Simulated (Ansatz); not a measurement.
Write a Python script for Ansatz's Python interface that makes harmonic frequencies at the relaxed geometry of CH3GeNO, SMILES O[C]1=[N][GeH2]1. Settings (for the species named): CAM-B3LYP, def2-SVP basis, multiplicity 1.

```xyz
7

O     1.6153   -0.5966    0.6403
C     0.2516   -0.4181    0.1945
N    -1.0333   -1.0158   -0.0183
Ge   -0.8984    0.6890   -0.4970
H     1.8939   -1.4479    0.9690
H    -1.2798    1.7416    0.6057
H    -0.4881    0.9798   -1.9399
```

`ch3geno_freq.py`
```python
"""Vibrations of CH3GeNO."""

import ansatz
from ase import Atoms
from ase.thermochemistry import IdealGasThermo
import numpy as np

GEOMETRY = """
O     1.61530   -0.59660    0.64030
C     0.25160   -0.41810    0.19450
N    -1.03330   -1.01580   -0.01830
Ge   -0.89840    0.68900   -0.49700
H     1.89390   -1.44790    0.96900
H    -1.27980    1.74160    0.60570
H    -0.48810    0.97980   -1.93990
"""


def main() -> None:
    system = ansatz.Crystal.molecule()
    for line in GEOMETRY.strip().splitlines():
        symbol, *xyz = line.split()
        system = system.atom(symbol, [float(v) for v in xyz])

    base = (
        system.calculation()
        .basis(gaussian="def2-SVP")
        .functional("CAM-B3LYP")
    )
    symbols = [site.symbol for site in system.cartesian_sites]
    start = np.array([site.position_ang for site in system.cartesian_sites], dtype=float)
    summary = base.relax(force_tolerance=0.003).run(threads=1).report
    end = np.array(summary["positions_ang"])

    print("bond        before    after (A)")
    for i, j in [(0, 1), (0, 4), (1, 2), (1, 3), (2, 3), (3, 5), (3, 6)]:
        d0, d1 = (np.linalg.norm(xyz[i] - xyz[j]) for xyz in (start, end))
        print(f"{symbols[i]}{i}-{symbols[j]}{j}".ljust(10), f"{d0:8.4f} {d1:8.4f}")

    # frequencies need a stationary point, so they are taken at the relaxed geometry
    minimum = ansatz.Crystal.molecule()
    for symbol, xyz in zip(symbols, end):
        minimum = minimum.atom(symbol, xyz.tolist())
    vibrating = (
        minimum.calculation()
        .basis(gaussian="def2-SVP")
        .functional("CAM-B3LYP")
        .phonons(temperatures=(100, 500, 100))
    )
    vib = vibrating.run(threads=1).report["vibrations"]
    sums = vib["harmonic_sums"]
    modes = [m["omega_inv_cm"] for m in sums["modes_at_gamma"] if m["rigid_motion"] == "no"]
    print("frequencies (1/cm):", " ".join(f"{w:.0f}" for w in modes))
    print("imaginary modes:", sum(w < 0 for w in modes), " zero-point energy:", round(sums["zero_point_energy_ev"], 4), "eV")
    # rigid rotor and ideal gas, symmetry number taken as one
    gas = IdealGasThermo(vib_energies=[w / 8065.544 for w in modes if w > 0], geometry="linear" if len(modes) == 3 * len(symbols) - 5 else "nonlinear",
                         atoms=Atoms(symbols, positions=end), symmetrynumber=1, spin=0.0)
    print(f"H(298 K) - E = {gas.get_enthalpy(298.15, verbose=False):.4f} eV")
    print(f"S(298 K, 1 bar) = {96485.33 * gas.get_entropy(298.15, 1e5, verbose=False):.1f} J/(mol K) with symmetry number 1")


if __name__ == "__main__":
    main()
```

Output of `python ch3geno_freq.py`:
```text
bond        before    after (A)
O0-C1        1.4458   1.3243
O0-H4        0.9541   0.9751
C1-N2        1.4330   1.2645
C1-Ge3       1.7396   1.8628
N2-Ge3       1.7759   1.9298
Ge3-H5       1.5714   1.5230
Ge3-H6       1.5280   1.5230
frequencies (1/cm): 286 338 488 505 580 590 639 693 874 1190 1383 1760 2218 2226 3712
imaginary modes: 0  zero-point energy: 1.0837 eV
H(298 K) - E = 1.2395 eV
S(298 K, 1 bar) = 298.6 J/(mol K) with symmetry number 1
```

The frequencies are harmonic and unscaled, in a modest basis. The result belongs to the one conformer reached from this start, and soft torsions count as harmonic oscillators. The entropy takes a symmetry number of 1; a symmetric molecule's is lower by R ln(sigma). Hardware and time: 2.9 min on 1 thread of Arm Neoverse V1, on a shared host, peak memory 0.35 GiB.

(A comment or docstring line of the script was reworded after the run, the code is as it ran; lines on the test bed's own set-up are left out of the output.)
